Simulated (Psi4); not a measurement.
**GaH3F− (SMILES [F][GaH3-]): levels of theory compared**

Aim: a comparison of 4 runs (HF/def2-SVP, B3LYP/6-31G*, B3LYP/cc-pVTZ) of GaH3F−. 

The calculation is run with Psi4 1.11.

3 further runs of the same task are left out: 1 for a known fault of the program, 1 that didn't finish, 1 set aside as unsound or not needed.

**1. The molecule**

The species is GaH3F− (5 atoms), meant as a singlet with charge -1. As SMILES, `[F][GaH3-]`. Geometry: a GFN2-xTB relaxation, a rough one for these elements and not checked as a minimum.

Bond lengths: F1–Ga2 1.781 Å, Ga2–H3 1.554 Å, Ga2–H4 1.555 Å, Ga2–H5 1.553 Å. Angles: F1–Ga2–H3 106.4°, F1–Ga2–H4 106.1°, F1–Ga2–H5 106.7°, H3–Ga2–H4 112.4°, H3–Ga2–H5 112.1°, H4–Ga2–H5 112.7°.

**2. Energy and forces at HF/def2-SVP (run 1)**

fgah3.json reads:

```json
{
  "schema_name": "qcschema_input",
  "schema_version": 1,
  "molecule": {
    "schema_name": "qcschema_molecule",
    "schema_version": 2,
    "symbols": ["F", "Ga", "H", "H", "H"],
    "geometry": [-0.94590241, -0.93711519, 2.89712022, 0.05559574, 0.05087143, -0.15932281, -1.65137497, 2.32385291, -0.89542783, -0.33504844, -2.26037701, -1.93035524, 2.87674898, 0.82278675, 0.08796675],
    "molecular_charge": -1,
    "molecular_multiplicity": 1,
    "fix_symmetry": "c1",
    "fix_com": true,
    "fix_orientation": true
  },
  "driver": "gradient",
  "model": {
    "method": "scf",
    "basis": "def2-SVP"
  },
  "keywords": {
    "puream": true,
    "e_convergence": 1e-09,
    "d_convergence": 1e-08,
    "scf_type": "pk",
    "scf_properties": ["DIPOLE", "WIBERG_LOWDIN_INDICES", "LOWDIN_CHARGES"]
  }
}
```

Run with:

```bash
$ psi4 --qcschema fgah3.json -n 1 --memory 1600MB
```

stdout:

```text
[...]
  Running in c1 symmetry.
[...]
  Nuclear repulsion =  120.551075948091636
[...]
  Multiplicity = 1
[...]
  Nalpha       = 22
  Nbeta        = 22
[...]
    Number of basis functions: 61
[...]
   @RHF iter   1: -2022.60819929507284   -2.94572e+00   3.73591e-02 DIIS/ADIIS
[...]
   @RHF iter  11: -2024.14548851151130   -1.36424e-12   3.59642e-09 DIIS
[...]
    Orbital Energies [Eh]
    ---------------------
    Doubly Occupied:
       1A   -378.524082     2A    -47.893813     3A    -42.233926
       4A    -42.233912     5A    -42.233793     6A    -25.973149
       7A     -6.137440     8A     -4.233403     9A     -4.232674
      10A     -4.232648    11A     -1.237690    12A     -0.946606
      13A     -0.946561    14A     -0.942852    15A     -0.940286
      16A     -0.940226    17A     -0.427449    18A     -0.356387
      19A     -0.356321    20A     -0.310034    21A     -0.194167
      22A     -0.193526
[...]
  @RHF Final Energy: -2024.14548851151130
   => Energetics <=
    Nuclear Repulsion Energy =            120.5510759480916363
    One-Electron Energy =               -3077.9512371596024423
    Two-Electron Energy =                 933.2546726999993325
    Total Energy =                      -2024.1454885115113029
[...]
 Multipole Moments:
 ------------------------------------------------------------------------------------
     Multipole            Electronic (a.u.)      Nuclear  (a.u.)        Total (a.u.)
 ------------------------------------------------------------------------------------
 L = 1.  Multiply by 2.5417464519 to convert [e a0] to [Debye]
 Dipole X            :          6.1057871           -5.8993282            0.2064589
 Dipole Y            :          6.1697537           -5.9707597            0.1989939
 Dipole Z            :        -19.0106292           18.3972586           -0.6133707
 Magnitude           :                                                    0.6770875
[...]
  -Total Gradient:
     Atom            X                  Y                   Z
    ------   -----------------  -----------------  -----------------
       1        0.006696987450     0.006690921379    -0.021321552996
       2        0.000686800446     0.000426395166    -0.000401952773
       3        0.013071077320    -0.018303965217     0.007175813085
       4        0.002321675940     0.017422140339     0.015269565994
       5       -0.022776541153    -0.006235491666    -0.000721873309
[...]
```

The result, in JSON:

```text
{
 "driver": "gradient",
 "model": {
  "method": "scf",
  "basis": "def2-SVP"
 },
 "success": true,
 "return_result": [0.006696987450189859, 0.006690921379469764, -0.021321552996425852, 0.0006868004455160837, 0.0004263951657762291, -0.00040195277285635933, 0.013071077320108815, -0.018303965217427443, 0.0071758130849841895, 0.002321675940410186, 0.017422140339014916, 0.01526956599353213, -0.0227765411533431, -0.006235491666436076, -0.0007218733093023368],
 "properties": {
  "calcinfo_nbasis": 61,
  "calcinfo_nmo": 61,
  "calcinfo_nalpha": 22,
  "calcinfo_nbeta": 22,
  "calcinfo_natom": 5,
  "nuclear_repulsion_energy": 120.55107594809164,
  "return_energy": -2024.1454885115113,
  "return_gradient": [0.006696987450189859, 0.006690921379469764, -0.021321552996425852, 0.0006868004455160837, 0.0004263951657762291, -0.00040195277285635933, 0.013071077320108815, -0.018303965217427443, 0.0071758130849841895, 0.002321675940410186, 0.017422140339014916, 0.01526956599353213, -0.0227765411533431, -0.006235491666436076, -0.0007218733093023368],
  "scf_one_electron_energy": -3077.9512371596024,
  "scf_two_electron_energy": 933.2546726999993,
  "scf_dipole_moment": [0.2064589442273297, 0.1989939401926195, -0.6133706847529083],
  "scf_total_energy": -2024.1454885115113,
  "scf_total_gradient": [0.006696987450189859, 0.006690921379469764, -0.021321552996425852, 0.0006868004455160837, 0.0004263951657762291, -0.00040195277285635933, 0.013071077320108815, -0.018303965217427443, 0.0071758130849841895, 0.002321675940410186, 0.017422140339014916, 0.01526956599353213, -0.0227765411533431, -0.006235491666436076, -0.0007218733093023368],
  "scf_iterations": 11
 }
}
```

Run time: 2.7 s. Hardware: 1 thread of Intel Xeon 6975P-C (Granite Rapids), shared host; peak memory 0.23 GiB.

**3. The energy at B3LYP/6-31G(d) (spherical functions) (run 2)**

fgah3.xyz reads:

```xyz
5
FGaH3
F     -0.500550    -0.495900     1.533090
Ga     0.029420     0.026920    -0.084310
H     -0.873870     1.229730    -0.473840
H     -0.177300    -1.196140    -1.021500
H      1.522310     0.435400     0.046550
```

job.py reads:

```python
import psi4

psi4.set_memory(1600000000)
psi4.set_num_threads(1)
psi4.set_output_file('psi4.out', False)

with open('fgah3.xyz') as f:
    atoms = ''.join(f.readlines()[2:])
m = psi4.geometry('-1 1\n' + atoms + 'symmetry c1')

options = {'reference': 'rks', 'puream': True, 'e_convergence': 1e-09, 'd_convergence': 1e-08, 'scf_type': 'pk', 'dft_radial_points': 99, 'dft_spherical_points': 590}
psi4.set_options(options)

energy_value, wavefunction = psi4.energy("b3lyp/6-31G*", molecule=m, return_wfn=True)
psi4.oeprop(wavefunction, "QUADRUPOLE", "DIPOLE", "MAYER_INDICES")
print(f'b3lyp/6-31G* energy: {energy_value:.10f} Eh')
for k, v in sorted(psi4.core.scalar_variables().items()):
    print(f'{k:45s} {v:18.10f}')
```

Run with:

```bash
$ python job.py
```

psi4.out:

```text
[...]
  Running in c1 symmetry.
[...]
  Nuclear repulsion =  120.551075865847068
[...]
  Multiplicity = 1
[...]
  Nalpha       = 22
  Nbeta        = 22
[...]
    Number of basis functions: 52
[...]
   @RKS iter   1: -2024.23266481523729   -1.46751e+00   5.74793e-02 DIIS/ADIIS
[...]
   @RKS iter  11: -2026.32078918224806   -7.04858e-12   7.08451e-09 DIIS
[...]
    Orbital Energies [Eh]
    ---------------------
    Doubly Occupied:
       1A   -372.297338     2A    -45.692143     3A    -40.446764
       4A    -40.446754     5A    -40.446220     6A    -24.380830
       7A     -5.265152     8A     -3.546880     9A     -3.546860
      10A     -3.546823    11A     -0.861541    12A     -0.583921
      13A     -0.583880    14A     -0.578831    15A     -0.578793
      16A     -0.578591    17A     -0.243849    18A     -0.132802
      19A     -0.132663    20A     -0.131539    21A     -0.059187
      22A     -0.058731
[...]
  @RKS Final Energy: -2026.32078918224806
   => Energetics <=
    Nuclear Repulsion Energy =            120.5510758658470678
    One-Electron Energy =               -3076.1219126724458874
    Two-Electron Energy =                 999.2544035839353000
    DFT Exchange-Correlation Energy =     -70.0043559595843874
    Empirical Dispersion Energy =           0.0000000000000000
    VV10 Nonlocal Energy =                  0.0000000000000000
    Total Energy =                      -2026.3207891822480633
[...]
 Multipole Moments:
 ------------------------------------------------------------------------------------
     Multipole            Electronic (a.u.)      Nuclear  (a.u.)        Total (a.u.)
 ------------------------------------------------------------------------------------
 L = 1.  Multiply by 2.5417464519 to convert [e a0] to [Debye]
 Dipole X            :         -0.3263000            0.3612003            0.0349003
 Dipole Y            :         -0.3386625            0.3667300            0.0280675
 Dipole Z            :          1.0437483           -1.1294028           -0.0856545
 Magnitude           :                                                    0.0966567
 L = 2.  Multiply by 1.3450342976 to convert [e a0^2] to [Debye ang]
 Quadrupole XX       :        -41.0027237           18.4570648          -22.5456589
 Quadrupole XY       :         -6.6883476            6.5361152           -0.1522324
[...]
```

Standard output:

```text
b3lyp/6-31G* energy: -2026.3207891822 Eh
CURRENT ENERGY                                  -2026.3207891822
CURRENT REFERENCE ENERGY                        -2026.3207891822
DD SOLVATION ENERGY                                 0.0000000000
DFT FUNCTIONAL TOTAL ENERGY                     -2026.3207891822
DFT TOTAL ENERGY                                -2026.3207891822
DFT VV10 ENERGY                                     0.0000000000
DFT XC ENERGY                                     -70.0043559596
GRID ELECTRONS ALPHA                               21.9999996846
GRID ELECTRONS BETA                                21.9999996846
GRID ELECTRONS TOTAL                               43.9999993692
NUCLEAR REPULSION ENERGY                          120.5510758658
ONE-ELECTRON ENERGY                             -3076.1219126724
PCM POLARIZATION ENERGY                             0.0000000000
PE ENERGY                                           0.0000000000
SCF ITERATION ENERGY                            -2026.3207891822
SCF ITERATIONS                                     11.0000000000
SCF TOTAL ENERGY                                -2026.3207891822
TWO-ELECTRON ENERGY                               999.2544035839
XC GRID RADIAL POINTS                              99.0000000000
XC GRID SPHERICAL POINTS                          590.0000000000
XC GRID TOTAL POINTS                           280986.0000000000
```

Wall time 7.8 s (1 thread of Intel Xeon 6975P-C (Granite Rapids), shared host); peak memory 0.59 GiB.

Run 3 isn't shown in full; the table further down has it.

**4. Energy and forces at B3LYP/cc-pVTZ (run 4)**

job.dat reads:

```
memory 1600 MB

molecule {
  -1 1
  F     -0.500550    -0.495900     1.533090
  Ga     0.029420     0.026920    -0.084310
  H     -0.873870     1.229730    -0.473840
  H     -0.177300    -1.196140    -1.021500
  H      1.522310     0.435400     0.046550
  symmetry c1
  no_reorient
  no_com
}

set {
  basis cc-pVTZ
  puream true
  e_convergence 1e-09
  d_convergence 1e-08
  scf_type pk
  dft_radial_points 99
  dft_spherical_points 590
}

energy_value, wavefunction = gradient('b3lyp', return_wfn=True)
oeprop(wavefunction, 'DIPOLE', 'LOWDIN_CHARGES', 'MAYER_INDICES', title='B3LYP')
print_variables()
```

Run with:

```bash
$ psi4 -n 1 job.dat job.out
```

job.out:

```text
[...]
  Running in c1 symmetry.
[...]
  Nuclear repulsion =  120.551075865847082
[...]
  Multiplicity = 1
[...]
  Nalpha       = 22
  Nbeta        = 22
[...]
    Number of basis functions: 115
[...]
   @RKS iter   1: -2024.93012835562263   -1.76705e+00   2.01736e-02 DIIS/ADIIS
[...]
   @RKS iter  11: -2026.70078931651960   -9.77707e-12   3.29895e-09 DIIS
[...]
    Orbital Energies [Eh]
    ---------------------
    Doubly Occupied:
       1A   -372.310588     2A    -45.674793     3A    -40.425989
       4A    -40.425978     5A    -40.425894     6A    -24.384056
       7A     -5.248318     8A     -3.531068     9A     -3.529863
      10A     -3.529833    11A     -0.885261    12A     -0.588239
      13A     -0.588201    14A     -0.584413    15A     -0.583455
      16A     -0.583404    17A     -0.254064    18A     -0.155467
      19A     -0.155389    20A     -0.149046    21A     -0.070821
      22A     -0.070327
[...]
  @RKS Final Energy: -2026.70078931651960
   => Energetics <=
    Nuclear Repulsion Energy =            120.5510758658470820
    One-Electron Energy =               -3076.8451862736860676
    Two-Electron Energy =                 999.6074362608899264
    DFT Exchange-Correlation Energy =     -70.0141151695705730
    Empirical Dispersion Energy =           0.0000000000000000
    VV10 Nonlocal Energy =                  0.0000000000000000
    Total Energy =                      -2026.7007893165196037
[...]
  -Total Gradient:
     Atom            X                  Y                   Z
    ------   -----------------  -----------------  -----------------
       1        0.009273696624     0.009214618849    -0.029023371712
       2       -0.003899181890    -0.004038205719     0.013349714140
       3        0.010268382195    -0.014064431997     0.005182203813
       4        0.001902686670     0.013582135498     0.011429932253
       5       -0.017542227012    -0.004691083973    -0.000949255150
[...]
 Multipole Moments:
 ------------------------------------------------------------------------------------
     Multipole            Electronic (a.u.)      Nuclear  (a.u.)        Total (a.u.)
 ------------------------------------------------------------------------------------
 L = 1.  Multiply by 2.5417464519 to convert [e a0] to [Debye]
 Dipole X            :          6.0704107           -5.8993281            0.1710826
 Dipole Y            :          6.1365504           -5.9707598            0.1657907
 Dipole Z            :        -18.9070362           18.3972586           -0.5097776
 Magnitude           :                                                    0.5626979
[...]
```

It took 92 s on 1 thread of Intel Xeon 6975P-C (Granite Rapids), shared host; peak memory 1.5 GiB.

**5. All runs side by side**

```
run                               level      task         integration grid   energy (Eh)  HOMO energy (eV)  LUMO energy (eV)  HOMO–LUMO gap (eV)  wall time
  1                         HF/def2-SVP  gradient                        –  -2024.145489             -5.27              8.96               14.23      2.7 s
  2  B3LYP/6-31G* (spherical functions)    energy  99 radial × 590 angular  -2026.320789             -1.60              5.51                7.11      7.8 s
  3  B3LYP/6-31G* (Cartesian functions)    energy  99 radial × 590 angular  -2026.327620             -1.60              5.47                7.07      6.9 s
  4                       B3LYP/cc-pVTZ  gradient  99 radial × 590 angular  -2026.700789             -1.91              5.53                7.44       92 s
```

**6. What came out**

| quantity | value |
| --- | --- |
| run 4: total energy | -2026.70079 Eh |
| run 4: HOMO energy | -1.91 eV |
| run 4: LUMO energy | 5.53 eV |
| run 4: HOMO–LUMO gap (to an unbound level, set by the basis) | 7.44 eV |
| run 4: largest force on an atom | 1.637 eV/Å |

**Reading.** The HOMO–LUMO gap runs from 7.07 eV (B3LYP/6-31G*) to 14.23 eV (HF/def2-SVP). The two ends differ in method and basis. The empty levels of an anion lie above zero and hang on the basis. All runs together took 1.8 min, the longest 92 s.
